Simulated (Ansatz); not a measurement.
GeCN2:

```
Ge N C
1.0
     1.79379    1.03565    4.92196
    -1.79379    1.03565    4.92196
     0.00000   -2.07129    4.92196
Ge N C
1 2 1
Cartesian
  0.0000 0.0000 0.0000
  0.0000 0.0000 8.6219
  0.0000 0.0000 6.1440
  0.0000 0.0000 7.3829
```

The cell comes from a database or a generator and needn't be the stable form of this composition.

Base run:

| Item | Value |
| --- | --- |
| Program | Ansatz 0.2.0 |
| Functional | PBE |
| Potentials or basis | all-electron LAPW, scalar-relativistic |
| Cutoff | 671 eV |
| Density cutoff | 2683 eV |
| Basis error allowed | 0.002 eV/atom |
| k mesh | 9 × 9 × 9 |
| Occupations | fermi-dirac, width 0.05 eV |
| Spin | no spin polarisation |

Its results: band gap on the k mesh 1.12 eV, indirect (least direct gap 1.97 eV); pressure 0.0 GPa; largest force 0.055 eV/Å.

Q: After a change of settings the same cell gave: band gap on the k mesh 0.97 eV, indirect (least direct gap 1.78 eV); pressure -6.6 GPa; largest force 0.322 eV/Å. Which change was it?
A. functional from PBE to LDA
B. basis error allowed from 0.002 eV/atom to 0.001 eV/atom
C. functional from PBE to PBEsol
D. functional from PBE to PBEsol; basis error allowed from 0.002 eV/atom to 0.001 eV/atom

A: A.

LDA binds more tightly than PBE, so the same cell stands under less pressure.

Not every run made on this cell is shown here.
